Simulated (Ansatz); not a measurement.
# BiTe (R-3m) in Ansatz: band structure with PBEsol

Aim: the band structure of BiTe with PBEsol.

Everything below comes from runs of Ansatz 0.2.0. Logs are shortened: lines on timing, memory, paths and dates and some standing lists are left out, and cuts for length are marked.

**1. Starting point**

It takes space group R-3m (No. 166, trigonal). The conventional cell has a = 4.845 Å, b = 4.845 Å, c = 9.952 Å, α = 90.00°, β = 90.00°, γ = 120.00°. Around Bi (site symmetry -3m) lie 6 Te at 3.25 Å. Te (site symmetry -3m) has 6 Bi at 3.25 Å as nearest neighbours.

The cell comes from a database or a generator and needn't be the stable form of this composition.

**2. Band structure, PBEsol**

The input, input.yaml:

```yaml
crystal:
  lattice:
    - [2.4227077728, 1.3987509848, 3.3172919545]
    - [-2.4227077728, 1.3987509848, 3.3172919545]
    - [0.0, -2.7975019696, 3.3172919545]
  atoms:
    - { symbol: Bi, position: [0.5, 0.5, 0.5] }
    - { symbol: Te, position: [0.0, 0.0, 0.0] }
hamiltonian:
  xc: pbesol
  pseudopotentials: { kind: paw }
kpoints:
  mp_grid: { grid: [7, 7, 7] }
  band_path:
    path:
      - [[0.0, 0.0, 0.0], [0.5, 0.0, 0.0], [0.5, 0.2851949954, -0.2851949954]]
      - [[0.7148050046, 0.5, 0.2851949954], [0.5, 0.5, 0.5], [0.0, 0.0, 0.0], [0.3925974977, 0.0, -0.3925974977]]
      - [[0.6074025023, 0.3925974977, 0.0], [0.5, 0.5, 0.0], [0.6074025023, 0.6074025023, 0.2851949954], [0.5, 0.5, 0.5]]
      - [[0.5, 0.0, 0.0], [0.7148050046, 0.3925974977, 0.3925974977]]
    npoints: 14
scf:
  occupations: { method: fermi_dirac, width: 0.05 }
  n_extra_bands: 6
output:
  forces: true
  stress: true
  eigenvalues: true
  fatbands: true
```

Potentials or basis: Ansatz PAW.

Command:

```console
$ ansatz run input.yaml --threads 2 --pin off --max-ram 5632MiB --backend cpu --events-out ev --progress --plain --runs-dir out
```

The program printed:

```text
Warning: RAYON_NUM_THREADS=2 ignored (pool sized by the plan → 2); use --threads N
scf.n_extra_bands = 6 over 16 filled bands (N_el = 31.0): the run solves 22 bands
Engine: ansatz 0.2.0, x86_64-unknown-linux-gnu
Pseudopotentials: kind: paw
Pseudopotential: Bi, paw, valence charge 15, recommended cutoff 420 eV (normal), Bi.paw.azcp
Pseudopotential: Te, paw, valence charge 16, recommended cutoff 420 eV (normal), Te.paw.azcp
Functional definition: PBEsol
  exchange = pbesol_x
  correlation = pbesol_c
Crystal: 2 atoms, lattice volume = 67.449 Å³
Basis set: ecut = 420 eV, 1307 PW (Γ), exchange–correlation on 60×60×60 points (8 copies of the dense FFT grid, shifted against one another)
Bands: 22, of which v1, the nominal top of the filled ones, is band 16 counted from 1 (15 counted from 0)
Symmetry: 12 space group operations
Space group: R-3m (ITA 166), of the structure as read, at distance tolerance 4.1e-5 Å
k-points: 44 of 343
Non-local potential: Bi, projectors of the file, l = 0: 2, l = 1: 2, l = 2: 2, l = 3: 2
Non-local potential: Te, projectors of the file, l = 0: 2, l = 1: 2, l = 2: 2, l = 3: 2
PAW form: soft (Blöchl's): semilocal exchange-correlation on the pseudo side does not see the compensation charge
PAW frozen core: Bi, regenerated for the run's functional, and the local potential with it (the file was generated under x = pbe(κ = 0.804, μ = 0.2195149727645171), c = pbe(β = 0.06672455060314922))
PAW frozen core: Te, regenerated for the run's functional, and the local potential with it (the file was generated under x = pbe(κ = 0.804, μ = 0.2195149727645171), c = pbe(β = 0.06672455060314922))
PAW one-centre angular grid: Bi, 590 points (default); XC on 64 Gauss nodes
PAW one-centre angular grid: Te, 590 points (default); XC on 64 Gauss nodes
Initial density: superposition of atomic densities (neutral atoms: chi_scale 0, normalization atom), corrected by the library's trained network
Initial wavefunctions: pseudopotential atomic-orbital guess
Functional: x = pbesol(κ = 0.804, μ = 0.12345679012345678), c = pbesol(β = 0.046)
SCF iter   1: F=—  HF=-19143.660711 eV  |F-HF|=—  |Δ(HF+E_count)|=         —  Δρ=1.83e-3  dr2=3.05e-3  ethr=1.77e-3  ⟨swp⟩=7.3  Hψ=5265  notcnv=0  defer=3
preconditioner: auto → Kerker (q_TF=auto, 2.397 Å⁻¹)  [metal: Δε(μ)=0.074 eV  Ē_g=10.899 eV  σ=0.050 eV  W_gap=0.35  n_scr=14 (ndim 8)  ℏωp=15.0 eV  f_vac=0.001  D(μ)=1.36/eV (n_scr^D=8)]
SCF iter   2: F=—  HF=-19143.658366 eV  |F-HF|=—  |Δ(HF+E_count)|=   2.35e-3  Δρ=1.17e-3  dr2=1.15e-3  ethr=9.83e-6  ⟨swp⟩=2.1  Hψ=1674  notcnv=0  defer=9
SCF iter   3: F=—  HF=-19143.658187 eV  |F-HF|=—  |Δ(HF+E_count)|=   1.79e-4  Δρ=4.08e-4  dr2=9.44e-5  ethr=3.69e-6  ⟨swp⟩=2.3  Hψ=1513  notcnv=0  defer=9
SCF iter   4: F=—  HF=-19143.658155 eV  |F-HF|=—  |Δ(HF+E_count)|=   3.17e-5  Δρ=1.80e-4  dr2=2.75e-5  ethr=3.04e-7  ⟨swp⟩=2.2  Hψ=1457  notcnv=0  defer=9
SCF iter   5: F=—  HF=-19143.658159 eV  |F-HF|=—  |Δ(HF+E_count)|=   3.64e-6  Δρ=4.88e-5  dr2=2.42e-6  ethr=8.88e-8  ⟨swp⟩=2.1  Hψ=1452  notcnv=0  defer=9
SCF iter   6: F=—  HF=-19143.658159 eV  |F-HF|=—  |Δ(HF+E_count)|=   5.80e-8  Δρ=1.29e-5  dr2=1.58e-7  ethr=7.80e-9  ⟨swp⟩=2.0  Hψ=1592  notcnv=0  defer=9
SCF iter   7: F=-19143.658159 eV  HF=-19143.658159 eV  |F-HF|=4.69e-8  |Δ(HF+E_count)|=   3.53e-8  Δρ=8.35e-6  dr2=4.46e-8  ethr=3.23e-10  ⟨swp⟩=8.8  Hψ=4850  notcnv=0
SCF 1 converged in 7 iterations: F = -19143.658159 eV  dr2 = 4.46e-8
NSCF: frozen V_eff on 130 k-points
SCF converged after 7 iterations
Free energy (F): -19143.658159 eV
Harris-Foulkes:  -19143.658159 eV  (|F-HF|=4.69e-8)
Internal energy: -19143.646219 eV  (E = F + TS)
E sigma→0 (E₀):  -19143.652189 eV
Entropy (-TS):   -0.011940 eV (-5.970 meV/atom)
Fermi energy:    9.694809 eV
--- Per-component energies (eV) ---
  E_band       = -365.957780
  E_kinetic    = 481.775022
  E_local      = -2744.843070  (includes V_loc(G=0)·N_el)
  E_nonlocal   = 254.415042
  E_hartree    = 1278.832856
  E_xc         = -273.363886
  E_vxc        = -247.849768  (∫ρ·V_xc dr)
  E_paw        = -15093.825193  (= ΣΔE_a)
  E_vpaw       = -667.133529  (= ΣTr[D̂ρ^β])
  E_aug_tail   = -0.000629  (compensation charges beyond the density's cutoff)
  E_ewald      = -3047.100929
  E_core_change = 0.464567  (= ΣΔE_core)
  E_smearing   = -0.011940  (= −TS)
  E_closure    = 0.000000  (closes the sum)
  Σ components = -19143.658159   (vs F -19143.658159, Δ=0.00e0)
--- Forces (eV/Å), atoms counted from 1 ---
  atom   1  Bi     0.00000000     0.00000000    -0.00000000
  atom   2  Te     0.00000000    -0.00000000    -0.00000000
  max |Σ_I F_I| component: 6.75e-29 eV/Å
--- Stress (GPa, compression-positive) ---
       -2.371514       0.000000      -0.000000
        0.000000      -2.371514      -0.000000
       -0.000000       0.000000      -2.219216
  P = ⅓ Tr σ = -2.3207 GPa (-23.207 kbar)
--- Band table (eV; the first three rows and the last of 44) ---
  k-point 0: bands = ["-27.4455", "-27.4455", "-27.4072", "-27.4072", "-27.3915", "-13.4643", "-13.4643", "-13.4476", "-13.4476", "-13.4301", "-3.7951", "1.4110", "6.7926", "6.7926", "8.1060", "11.5768", "12.1897", "12.1897", "13.7407", "13.7407", "15.8179", "16.3665"]
  k-point 1: bands = ["-27.4455", "-27.4455", "-27.4072", "-27.4070", "-27.3915", "-13.4644", "-13.4640", "-13.4487", "-13.4462", "-13.4298", "-3.6214", "0.9776", "6.9077", "7.0542", "8.0320", "10.9506", "11.4882", "11.6030", "14.0283", "14.2137", "16.0926", "16.8687"]
  k-point 2: bands = ["-27.4454", "-27.4454", "-27.4073", "-27.4066", "-27.3914", "-13.4648", "-13.4637", "-13.4508", "-13.4434", "-13.4283", "-3.1095", "-0.0393", "7.2478", "7.5197", "8.1099", "9.7986", "10.2661", "10.7567", "14.8502", "14.8575", "17.2137", "18.3471"]
  k-point 43: bands = ["-27.4455", "-27.4454", "-27.4060", "-27.4060", "-27.3915", "-13.4708", "-13.4694", "-13.4347", "-13.4343", "-13.4319", "-1.5733", "-1.1397", "5.8639", "6.8581", "6.9647", "8.9137", "9.1443", "10.3841", "16.7258", "17.3300", "17.9006", "19.8662"]
```

Run time: 4.5 s. Hardware: 2 threads of AMD EPYC 7R43 (Zen 3), shared host; peak memory 0.4 GiB.

Results:

- Free energy: -19143.6582 eV
- Pressure: -2.3 GPa
- Band gap on the k mesh: none (metal or under the smearing width)

Stress tensor (GPa, compression positive):
```
-2.37  0.00  0.00
 0.00 -2.37  0.00
 0.00  0.00 -2.22
```

Levels at the corners of the path, in eV from the Fermi level:
```csv
point,band 12,band 13,band 14,band 15,band 16,band 17,band 18,band 19
Γ,-8.28,-2.90,-2.90,-1.59,1.88,2.49,2.49,4.05
L,-11.36,-1.84,-1.81,-1.02,-0.99,-0.62,0.30,6.70
B1,-10.84,-4.88,-4.87,-1.75,-0.62,3.20,3.58,5.48
B,-10.84,-4.88,-4.87,-1.75,-0.62,3.20,3.58,5.48
Z,-10.94,-2.34,-2.34,-2.23,-1.59,-1.28,-1.28,7.91
Γ,-8.28,-2.90,-2.90,-1.59,1.88,2.49,2.49,4.05
X,-10.61,-5.36,-3.73,-2.96,2.06,2.38,3.18,4.22
Q,-10.61,-5.36,-3.73,-2.96,2.06,2.38,3.18,4.22
F,-9.97,-5.61,-4.48,-3.29,2.36,3.06,3.58,4.57
P1,-10.70,-5.08,-3.77,-3.31,0.94,1.30,3.44,5.06
Z,-10.94,-2.34,-2.34,-2.23,-1.59,-1.28,-1.28,7.91
L,-11.36,-1.84,-1.81,-1.02,-0.99,-0.62,0.30,6.70
P,-10.70,-5.08,-3.77,-3.31,0.94,1.30,3.44,5.06
```

Caveat: spin-orbit coupling is left out, which moves the levels of the heavy elements; the PAW data sets come from PBE, with cores solved anew for the run's functional, which leaves a small shift of forces and pressure.
